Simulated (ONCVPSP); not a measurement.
# Pseudopotential generation for Ag: ONCV, PBE

Do these settings give a usable potential? It is generated, then checked for transferability, scattering, ghosts and hardness.

Method: ONCVPSP 4.0.1, PBE, scalar-relativistic.

## (1) Starting point

The settings as typed:

```
element                 : silver (Ag, Z = 47)
type                    : optimised norm-conserving Vanderbilt (ONCV)
frozen core             : [Ar] 3d10
valence charge          : 19
reference configuration : 4s2 4p6 4d9 (charge +2)
partial waves           : 4s: rc 0.95 bohr, ncon 3, nbas 6, qcut 8.2 1/bohr, 3 projectors, debl 0.5 Ha; 4p: rc 1.15 bohr, ncon 4, nbas 8, qcut 8.3 1/bohr, 2 projectors, debl 0.4 Ha; 4d: rc 1.30 bohr, ncon 4, nbas 8, qcut 6.6 1/bohr, 2 projectors, debl 3.8 Ha
local potential         : polynomial inside 0.70 bohr (lpopt 4, dvloc0 4 Ha)
core correction         : polynomial model core, fcfact 0.55
```

The outer shells as boxes (Hund's rule for the drawing; the calculation is spin-unpolarised):

```
[Ar] core
3d [↑↓][↑↓][↑↓][↑↓][↑↓]
4s [↑↓]
4p [↑↓][↑↓][↑↓]
4d [↑↓][↑↓][↑↓][↑↓][↑ ]
```

## (2) Generation

Ag.dat

```
# ATOM AND REFERENCE CONFIGURATION
# atsym  z   nc   nv     iexc    psfile
  Ag 47.00    6    3        4      upf
#
#   n    l    f
    1    0    2.00
    2    0    2.00
    2    1    6.00
    3    0    2.00
    3    1    6.00
    3    2   10.00
    4    0    2.00
    4    1    6.00
    4    2    9.00
#
# PSEUDOPOTENTIAL AND OPTIMIZATION
# lmax
    2
#
#   l,   rc,      ep,       ncon, nbas, qcut
    0    0.95    0.00    3    6    8.20
    1    1.15    0.00    4    8    8.30
    2    1.30    0.00    4    8    6.60
#
# LOCAL POTENTIAL
# lloc, lpopt,  rc(5),   dvloc0
    4    4    0.70    4.00
#
# VANDERBILT-KLEINMAN-BYLANDER PROJECTORs
# l, nproj, debl
    0    3    0.50
    1    2    0.40
    2    2    3.80
#
# MODEL CORE CHARGE
# icmod, fcfact, rcfact
    1    0.55    0.00
#
# LOG DERIVATIVE ANALYSIS
# epsh1, epsh2, depsh
   -6.00    5.00    0.04
#
# OUTPUT GRID
# rlmax, drl
    6.00    0.01
#
# TEST CONFIGURATIONS
# ncnf
    4
# nvcnf
#   n    l    f
    4
    4    0    2.00
    4    1    6.00
    4    2   10.00
    5    0    1.00
#
    3
    4    0    2.00
    4    1    6.00
    4    2   10.00
#
    3
    4    0    2.00
    4    1    6.00
    4    2    8.00
#
    4
    4    0    2.00
    4    1    6.00
    4    2    9.00
    5    0    1.00
#
```

Run with:

```sh
$ oncvpsp.x < Ag.dat > Ag.out
```

Before running it: what results should come out? Wanted: cutoffs for 1 and 0.1 mHa per electron, occupied waves; bound ghosts; GHOST(+) flags; largest miss of a reference level; largest test error; largest phase difference near zero energy, channels read; rms error of d²Exc/dn², without and with the model core; projector energies reset by the program.

As calculated:

| quantity | value |
| --- | --- |
| cutoffs for 1 and 0.1 mHa per electron, occupied waves | 111 Ha and 142 Ha |
| bound ghosts | d at -78.64 eV |
| GHOST(+) flags | s at 322 eV (1 near or above the test basis's cutoff) |
| largest miss of a reference level | 23 meV (4d) |
| largest test error (AE − PS) | +22 meV, for 4s2 4p6 4d8 |
| largest phase difference near zero energy, channels read | 0.000 rad |
| rms error of d²Exc/dn², without and with the model core | 2.62 and 0.43 mHa |
| projector energies reset by the program | s: -4.322, 0.250, 0.750 Ha; p: -2.976, 0.250 Ha |

A bound ghost (d) makes it unfit for use: electrons can fall into a state that the atom doesn't have. The worst unpolarised test, 4s2 4p6 4d8, is off by 22 meV on 36.2 eV; by total energies transferability rates as good. Atomic tests can pass in spite of a ghost, since they solve only for the levels asked. The potential is very hard: the looser tolerance needs 111 Ha. At the looser tolerance the 4d wave is the slowest; 4s needs 64 Ha. Near zero energy the phases of the channels with partial waves that could be evaluated agree within 0.001 rad. The program also flags highly localised states, GHOST(+) (s).
